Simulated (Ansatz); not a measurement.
# Ba2Tl5V3O12 (R-3m) in Ansatz: further runs

One crystal, Ba2Tl5V3O12, is run at these levels: revPBE, BLYP, r2SCAN; tasks: band structure.

Program: Ansatz 0.2.0. These are calculated values, not measurements. Logs are shortened: lines on timing, memory, paths and dates and some standing lists are left out, and cuts for length are marked.

### 1 Starting point

It takes space group R-3m (No. 166, trigonal). The conventional cell has a = 8.474 Å, b = 8.474 Å, c = 18.385 Å, α = 90.00°, β = 90.00°, γ = 120.00°. Around Ba (site symmetry -3m) lie 12 O at 3.23 Å. Around Ba (site symmetry -3m) lie 12 O at 3.22 Å. V (site symmetry 2/m) is surrounded by 4 O at 1.82 Å. Tl (site symmetry 2/m) has 4 O at 2.36 Å as nearest neighbours. Around Tl (site symmetry 3m) lie 3 V at 2.80 Å and 6 O at 2.84 Å and 3 Tl at 2.98 Å. O (site symmetry 1) has 1 V at 1.82 Å as nearest neighbours.

The cell was built by a generator and needn't be a form met in nature.

### 2 Band structure, revPBE, collinear spin, ferromagnetic start

input.yaml reads:

```yaml
crystal:
  lattice:
    - [4.23698, 2.44622, 6.1284]
    - [-4.23698, 2.44622, 6.1284]
    - [0.0, -4.89244, 6.1284]
  atoms:
    - { symbol: Ba, position: [0.5, 0.5, 0.5] }
    - { symbol: Ba, position: [0.0, 0.0, 0.0] }
    - { symbol: V, position: [0.5, 0.5, 0.0], spin: 2.0 }
    - { symbol: V, position: [0.0, 0.5, 0.5], spin: 2.0 }
    - { symbol: V, position: [0.5, 0.0, 0.5], spin: 2.0 }
    - { symbol: Tl, position: [0.0, 0.0, 0.5] }
    - { symbol: Tl, position: [0.5, 0.0, 0.0] }
    - { symbol: Tl, position: [0.0, 0.5, 0.0] }
    - { symbol: Tl, position: [0.74045, 0.74045, 0.74045] }
    - { symbol: Tl, position: [0.25955, 0.25955, 0.25955] }
    - { symbol: O, position: [0.71652, 0.08089, 0.41242] }
    - { symbol: O, position: [0.41242, 0.71652, 0.08089] }
    - { symbol: O, position: [0.08089, 0.41242, 0.71652] }
    - { symbol: O, position: [0.58757, 0.91911, 0.28348] }
    - { symbol: O, position: [0.91911, 0.28348, 0.58757] }
    - { symbol: O, position: [0.28348, 0.58757, 0.91911] }
    - { symbol: O, position: [0.28348, 0.91911, 0.58757] }
    - { symbol: O, position: [0.58757, 0.28348, 0.91911] }
    - { symbol: O, position: [0.91911, 0.58757, 0.28348] }
    - { symbol: O, position: [0.41242, 0.08089, 0.71652] }
    - { symbol: O, position: [0.08089, 0.71652, 0.41242] }
    - { symbol: O, position: [0.71652, 0.41242, 0.08089] }
hamiltonian:
  xc: revpbe
  pseudopotentials: { kind: paw, azcp: { folder: soft_1 } }
magnetization:
  spin_polarized: true
kpoints:
  mp_grid: { grid: [4, 4, 4] }
  band_path:
    path:
      - [[0.0, 0.0, 0.0], [0.5, 0.0, 0.0], [0.5, 0.2728865088, -0.2728865088]]
      - [[0.7271134912, 0.5, 0.2728865088], [0.5, 0.5, 0.5], [0.0, 0.0, 0.0], [0.3864432544, 0.0, -0.3864432544]]
      - [[0.6135567456, 0.3864432544, 0.0], [0.5, 0.5, 0.0], [0.6135567456, 0.6135567456, 0.2728865088], [0.5, 0.5, 0.5]]
      - [[0.5, 0.0, 0.0], [0.7271134912, 0.3864432544, 0.3864432544]]
    npoints: 10
scf:
  occupations: { method: fermi_dirac, width: 0.05 }
  n_extra_bands: 55
output:
  forces: true
  stress: true
  eigenvalues: true
  fatbands: false
```

Potentials or basis: Ansatz PAW soft_1.

The run is started by

```console
> ansatz run input.yaml --threads 8 --pin off --max-ram 20480MiB --backend cpu --events-out ev --progress --plain --runs-dir out
```

Output:

```text
Warning: the atoms were moved onto the symmetric positions of the space group found under crystal.symmetry.tolerance 1.0e-5 (fractional; no operation is sought that the atoms, as they stand in a round, miss by more than twice it, and no atom is moved by as much as it), and the run uses the moved positions. Before a round's move an operation carried an atom to 5.63e-5 Å from where it should land, the largest such distance. Atom 10 (counting from 0) moved farthest, by 3.92e-5 Å; the longest move in fractions of the cell, of whichever atom, is 0.50 of the tolerance, in 1 round. To run the atoms as typed, lower crystal.symmetry.tolerance until the operations that they miss are no longer found, or set crystal.symmetry.detect: false (a key that needs symmetry detection or time reversal refuses this as the deck is read). The positions used, in the order of the run's atom list: position: [0.5, 0.5, 0.5]; position: [2.333988698247384e-17, 2.333988698247384e-17, 2.333988698247384e-17]; position: [0.5, 0.5, 2.333988698247384e-17]; position: [2.333988698247384e-17, 0.5, 0.5]; position: [0.5, 2.333988698247384e-17, 0.5]; position: [2.333988698247384e-17, 2.333988698247384e-17, 0.5]; position: [0.5, 2.333988698247384e-17, 2.333988698247384e-17]; position: [2.333988698247384e-17, 0.5, 2.333988698247384e-17]; position: [0.74045, 0.74045, 0.74045]; position: [0.25955, 0.25955, 0.25955]; position: [0.71652, 0.08089000000000003, 0.412425]; position: [0.412425, 0.71652, 0.08089000000000003]; position: [0.08089000000000003, 0.412425, 0.71652]; position: [0.5875750000000001, 0.91911, 0.28348]; position: [0.91911, 0.28348, 0.5875750000000001]; position: [0.28348, 0.5875750000000001, 0.91911]; position: [0.28348, 0.91911, 0.5875750000000001]; position: [0.5875750000000001, 0.28348, 0.91911]; position: [0.91911, 0.5875750000000001, 0.28348]; position: [0.412425, 0.08089000000000003, 0.71652]; position: [0.08089000000000003, 0.71652, 0.412425]; position: [0.71652, 0.412425, 0.08089000000000003]; The lattice was moved too: crystal.lattice keeps the space group found at crystal.symmetry.tolerance 1.0e-5 only nearly: the operation that it misses by the most changes a squared length by the fraction 1.09e-6. The run uses the lattice that is a stretch of the typed one, with no rotation, onto the one that keeps every operation to a double's rounding (on a very oblique basis the stretch itself rounds by more); the deck's lattice vector that moved farthest moved by 1.54e-6 Å. To run the lattice as typed, set crystal.symmetry.tolerance under 1.09e-6, the least fraction by which an operation that the lattice misses changes a squared length (the same key also sets how far an atom may lie from its image, so lowering it can lose operations that the atoms keep only within it), or set crystal.symmetry.detect: false, as for the atoms. crystal.lattice made exact, in Å and degrees: [[4.23697866324578, 2.446220771775652, 6.1284], [-4.23697866324578, 2.446220771775652, 6.1284], [0.0, -4.892441543551304, 6.1284]]. Pasted over the deck's crystal.lattice, beside positions in fractional coordinates, it runs the same cell (given as lengths and angles, that cell in the form's own orientation, a rigid turn of the misfit's size from the one run here, for which a checkpoint.post_process_only pass over this run's state can be refused: where this run relaxes nothing, give such a pass this deck's own crystal.lattice, as typed; behind a relaxation, as crystal.lattice, the state's own cell, identity.cell in its checkpoint.json), and a matrix so pasted ends this notice, except on a very skew basis of the lattice, where the rounding of the pasted numbers themselves can read as a misfit: the cell is then moved again, and that move is told again. The lattice as run is in this notice's lattice.as_run_ang field (Run.prep()["deck_notices"] in Python, the deck_notice line of an events file, deck_notices of ansatz run --dry-run=json, or deck_notices in record.json in the deck's checkpoint.write directory).
Warning: RAYON_NUM_THREADS=8 ignored (pool sized by the plan → 8); use --threads N
[... 116 lines left out ...]
  k-point 1 ↑: bands = ["-56.7449", "-56.7448", "-56.7448", "-30.5891", "-30.5884", "-30.5883", "-30.5548", "-30.5530", "-30.5527", "-30.5420", "-30.5418", "-30.5409", "-18.9078", "-18.8481", "-9.4768", "-9.2736", "-9.2175", "-8.8528", "-8.8456", "-8.6255", "-8.6195", "-8.5144", "-8.4799", "-8.3946", "-8.3851", "-8.2685", "-4.1793", "-4.0430", "-3.9682", "-3.9596", "-3.8242", "-3.8123", "-3.5697", "-3.5501", "-3.2850", "-3.1911", "-3.1473", "-3.1274", "-3.1197", "-3.0189", "-3.0052", "-2.9977", "-2.8086", "-2.5523", "-2.5507", "-2.5267", "-2.4937", "-2.4937", "-2.4912", "-2.4186", "-2.3970", "-2.3867", "-2.3548", "-2.3382", "-2.3301", "-2.3198", "-2.2805", "0.7519", "1.2378", "2.0953", "2.2001", "2.8546", "4.0483", "4.1161", "4.1987", "4.2603", "4.3280", "4.5150", "4.5305", "4.7936", "4.8145", "4.9535", "4.9570", "5.0500", "5.1822", "5.3272", "5.4025", "5.4879", "5.5272", "5.7645", "5.9398", "6.0594", "6.1986", "6.3104", "6.3664", "6.4753", "6.5033", "6.7072", "6.7911", "6.8265", "6.9217", "6.9830", "7.3097", "7.3199", "7.4287", "7.5665", "7.9345", "8.1243", "8.1560", "8.2564", "9.0335", "9.4928", "9.9585", "10.0216", "10.1349", "10.2264", "10.3120", "10.3205", "10.4761", "10.5917", "10.6540", "11.3181", "11.5377", "12.0951", "12.4423", "13.0728", "13.1697", "13.4439", "13.5579", "13.7025", "13.7845", "13.8031", "13.8324", "13.9789", "14.1756", "14.2362", "14.3686", "14.5543", "14.5670", "14.6204", "14.7435", "14.8547", "15.0828", "15.1942", "15.9707", "16.2139", "16.2418", "16.2881", "16.3931", "16.3973", "16.5219", "16.6369", "16.6535", "16.6673", "16.7836", "16.7868", "16.7904", "16.8816", "16.9380", "17.0152", "17.0310", "17.4706", "17.6191"]
  k-point 2 ↑: bands = ["-56.7448", "-56.7448", "-56.7448", "-30.5889", "-30.5886", "-30.5883", "-30.5543", "-30.5535", "-30.5527", "-30.5420", "-30.5416", "-30.5411", "-18.9078", "-18.8481", "-9.3956", "-9.3604", "-9.2049", "-8.8278", "-8.8230", "-8.6585", "-8.6304", "-8.4639", "-8.4350", "-8.4231", "-8.3955", "-8.3564", "-4.1816", "-4.0484", "-3.9770", "-3.9600", "-3.8399", "-3.8167", "-3.5542", "-3.4852", "-3.3961", "-3.2162", "-3.1185", "-3.0773", "-3.0734", "-3.0615", "-3.0600", "-3.0148", "-2.6722", "-2.5447", "-2.5389", "-2.5337", "-2.4914", "-2.4907", "-2.4904", "-2.4703", "-2.3876", "-2.3763", "-2.3631", "-2.3578", "-2.3174", "-2.3007", "-2.2675", "0.9254", "1.0582", "2.2436", "2.3912", "2.9910", "3.6713", "3.8213", "4.1526", "4.1625", "4.3240", "4.3449", "4.5462", "4.6684", "4.7088", "4.8602", "4.9621", "5.0916", "5.2434", "5.2891", "5.3686", "5.5329", "5.6079", "5.7641", "6.1178", "6.1270", "6.1999", "6.2686", "6.4393", "6.5118", "6.5725", "6.5861", "6.7961", "6.8778", "6.8948", "6.9972", "7.1454", "7.4601", "7.6890", "7.6906", "7.7502", "8.1319", "8.3640", "8.6400", "8.8544", "9.7179", "10.0409", "10.0776", "10.0879", "10.1524", "10.2434", "10.4801", "10.5232", "10.5571", "10.6208", "10.7557", "11.8928", "12.0744", "12.2084", "13.2389", "13.2857", "13.2977", "13.3656", "13.6219", "13.6868", "13.6969", "13.7198", "13.9269", "14.0234", "14.2346", "14.3076", "14.3996", "14.5188", "14.5586", "14.8113", "14.9924", "15.0567", "15.2852", "16.1615", "16.1880", "16.2851", "16.4545", "16.5099", "16.5203", "16.6179", "16.6855", "16.7290", "16.7350", "16.7498", "16.7565", "16.8234", "16.8458", "16.8797", "16.9937", "16.9938", "17.3711", "17.8881"]
  k-point 12 ↓: bands = ["-56.4084", "-56.4083", "-56.4083", "-30.3072", "-30.3066", "-30.3066", "-30.2956", "-30.2956", "-30.2943", "-30.0789", "-30.0762", "-30.0762", "-18.9067", "-18.8490", "-9.4122", "-9.1883", "-9.1883", "-8.7988", "-8.7573", "-8.7573", "-8.6776", "-8.6776", "-8.5482", "-8.5064", "-8.5064", "-8.3465", "-4.2088", "-4.0542", "-3.9660", "-3.9660", "-3.8309", "-3.8309", "-3.5362", "-3.5362", "-3.1895", "-3.1895", "-3.1352", "-3.1039", "-3.1039", "-3.0158", "-3.0043", "-3.0043", "-2.9220", "-2.5385", "-2.5385", "-2.4976", "-2.4938", "-2.4864", "-2.4864", "-2.3900", "-2.3792", "-2.3792", "-2.2775", "-2.2775", "-2.2675", "-2.2536", "-2.2536", "0.8855", "1.3675", "2.6189", "2.6189", "3.5866", "3.5866", "3.7184", "3.7553", "3.9113", "3.9113", "3.9273", "4.1192", "4.3348", "4.3348", "4.7227", "4.7227", "5.2699", "5.2699", "5.4119", "5.6614", "5.7472", "5.7472", "5.7998", "5.7998", "5.8995", "6.2057", "6.2057", "6.3887", "6.7656", "6.9138", "6.9138", "7.1449", "7.1449", "7.2573", "7.3200", "7.3200", "7.3532", "7.4625", "7.6734", "8.2172", "8.8842", "8.8842", "9.1548", "9.1548", "9.7614", "9.9385", "9.9385", "10.1800", "10.1800", "10.2438", "10.3792", "10.4064", "10.4064", "10.8174", "11.4078", "11.4078", "11.8610", "13.0445", "13.0445", "13.4377", "13.4377", "13.5098", "13.7731", "13.7986", "13.8362", "13.8362", "13.9124", "13.9124", "14.2260", "14.2260", "14.6657", "14.6657", "14.8467", "15.0695", "15.3967", "15.3967", "15.6737", "15.8954", "16.1460", "16.1460", "16.4196", "16.4196", "16.5701", "16.5708", "16.6515", "16.6515", "16.7332", "16.7332", "16.7509", "16.7801", "16.7801", "16.9577", "16.9838", "17.0360", "17.5668", "17.8821"]
```

Run time: 72 s. Hardware: 8 threads of Intel Xeon Platinum 8259CL at 2.50GHz (Skylake/Cascade Lake), shared host; peak memory 5.7 GiB.

Results:

| Quantity | Value |
| --- | --- |
| Free energy | -84767.8295 eV |
| Pressure | 2.3 GPa |
| Largest force | 0.089 eV/Å |
| Band gap on the k mesh | none (metal or under the smearing width) |
| Net moment | 1.12 μB per cell |
| Absolute moment | 1.71 μB per cell |
| Site moments | Ba +0.00, -0.00; V +0.25; Tl -0.00, +0.02; O -0.02 μB |

Forces in eV/Å, atoms in the order of the input:
```
Ba   0.000  0.000  0.000
Ba   0.000  0.000  0.000
V    0.000  0.000  0.000
V    0.000  0.000  0.000
V    0.000  0.000  0.000
Tl   0.000  0.000  0.000
Tl   0.000  0.000  0.000
Tl   0.000  0.000  0.000
Tl   0.000  0.000 -0.013
Tl   0.000  0.000  0.013
O    0.000  0.073  0.050
O   -0.064 -0.037  0.050
O    0.063 -0.037  0.050
O    0.063  0.037 -0.050
O    0.000 -0.073 -0.050
O   -0.064  0.037 -0.050
O    0.000 -0.073 -0.050
O    0.064  0.037 -0.050
O   -0.063  0.037 -0.050
O   -0.063 -0.037  0.050
O    0.000  0.073  0.050
O    0.064 -0.037  0.050
```

Levels at the corners of the path, in eV from the Fermi level:
Spin up:
| point | band 94 | band 95 | band 96 | band 97 | band 98 | band 99 | band 100 | band 101 | band 102 | band 103 |
| --- | --- | --- | --- | --- | --- | --- | --- | --- | --- | --- |
| Γ | -1.26 | -0.94 | -0.54 | -0.54 | -0.38 | -0.10 | -0.10 | -0.08 | 1.00 | 1.56 |
| L | -0.93 | -0.71 | -0.70 | -0.64 | -0.26 | -0.03 | 0.25 | 0.46 | 1.32 | 1.65 |
| B1 | -0.86 | -0.80 | -0.80 | -0.72 | -0.22 | 0.28 | 0.71 | 0.74 | 1.38 | 1.40 |
| B | -0.86 | -0.80 | -0.80 | -0.72 | -0.22 | 0.28 | 0.71 | 0.74 | 1.38 | 1.40 |
| Z | -1.01 | -0.90 | -0.70 | -0.20 | -0.17 | -0.17 | 0.77 | 0.77 | 1.19 | 1.35 |
| Γ | -1.26 | -0.94 | -0.54 | -0.54 | -0.38 | -0.10 | -0.10 | -0.08 | 1.00 | 1.56 |
| X | -0.82 | -0.81 | -0.80 | -0.63 | -0.27 | 0.13 | 0.77 | 0.87 | 1.39 | 1.42 |
| Q | -0.82 | -0.81 | -0.80 | -0.63 | -0.27 | 0.13 | 0.77 | 0.87 | 1.39 | 1.42 |
| F | -0.87 | -0.76 | -0.75 | -0.59 | -0.15 | 0.16 | 0.97 | 0.98 | 1.10 | 1.38 |
| P1 | -0.91 | -0.83 | -0.77 | -0.70 | -0.18 | 0.38 | 0.51 | 0.73 | 1.35 | 1.39 |
| Z | -1.01 | -0.90 | -0.70 | -0.20 | -0.17 | -0.17 | 0.77 | 0.77 | 1.19 | 1.35 |
| L | -0.93 | -0.71 | -0.70 | -0.64 | -0.26 | -0.03 | 0.25 | 0.46 | 1.32 | 1.65 |
| P | -0.91 | -0.83 | -0.77 | -0.70 | -0.18 | 0.38 | 0.51 | 0.73 | 1.35 | 1.39 |
Spin down:
```
point  band 94  band 95  band 96  band 97  band 98  band 99  band 100  band 101
    Γ    -1.30    -0.97    -0.49    -0.49    -0.41    -0.04      0.58      0.58
    L    -0.92    -0.73    -0.66    -0.61     0.07     0.26      0.37      0.64
   B1    -0.86    -0.79    -0.69    -0.62     0.30     0.33      0.86      1.11
    B    -0.86    -0.79    -0.69    -0.62     0.30     0.33      0.86      1.11
    Z    -1.04    -0.93    -0.72    -0.18     0.49     0.49      0.76      0.76
    Γ    -1.30    -0.97    -0.49    -0.49    -0.41    -0.04      0.58      0.58
    X    -0.81    -0.79    -0.66    -0.60     0.10     0.38      0.96      1.07
    Q    -0.81    -0.79    -0.66    -0.60     0.10     0.38      0.96      1.07
    F    -0.85    -0.77    -0.58    -0.54     0.14     0.58      1.10      1.20
   P1    -0.92    -0.78    -0.74    -0.55     0.32     0.55      0.63      1.07
    Z    -1.04    -0.93    -0.72    -0.18     0.49     0.49      0.76      0.76
    L    -0.92    -0.73    -0.66    -0.61     0.07     0.26      0.37      0.64
    P    -0.92    -0.78    -0.74    -0.55     0.32     0.55      0.63      1.07
```

Caveat: the magnetic or orbital state may not be the lowest; spin-orbit coupling is left out, which moves the levels of the heavy elements; semilocal functionals often make such compounds metallic where correlation or magnetic order opens a gap, which also shifts bond lengths; the PAW data sets come from PBE, with cores solved anew for the run's functional, which leaves a small shift of forces and pressure. With open d or f shells a metallic result of revPBE can be an artefact of self-interaction; +U or a hybrid may open a gap.

(Continued in part 2 of 2.)
